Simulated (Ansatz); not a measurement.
**WAu: single point with PBE**

WAu:

```
W Au
1.0
     0.00000    2.74798    2.74798
     2.74798    0.00000    2.74798
     2.74798    2.74798    0.00000
W Au
1 1
Direct
  0.00000 0.00000 0.00000
  0.75000 0.75000 0.75000
```

The cell was built by a generator and needn't be a form met in nature.

* Program: Ansatz 0.2.0
* Task: single point
* Functional: PBE
* Potentials or basis: Ansatz PAW
* Cutoff: 420 eV (not typed: the program's choice for these potentials)
* k mesh: 8 × 8 × 8
* Occupations: gaussian, width 0.015 eV
* Spin: no spin polarisation

* Pressure: 32.7 GPa
* Band gap on the k mesh: none (metal or under the smearing width)

Levels at points of the mesh, in eV from the Fermi level:
```tsv
k point	band 13	band 14	band 15	band 16	band 17	band 18	band 19	band 20	band 21
(0.00, 0.00, 0.00)	-6.30	-6.30	-0.82	-0.82	-0.82	2.17	2.17	9.25	11.79
(0.00, 0.00, -0.50)	-6.38	-5.54	-2.17	-0.18	-0.18	1.86	1.86	2.66	8.89
(0.00, -0.50, -0.50)	-5.67	-4.17	-3.16	0.42	1.51	2.03	2.03	3.72	3.77
```

Wall time 1.1 s on 2 threads of Arm Neoverse V2, on a shared host, peak memory 0.31 GiB.

Caveat: a pressure of tens of GPa on the cell as given is suspect, and the run, the potentials or the cell itself is likely at fault. The run has no spin-orbit coupling, so splittings on Au, W are missing.
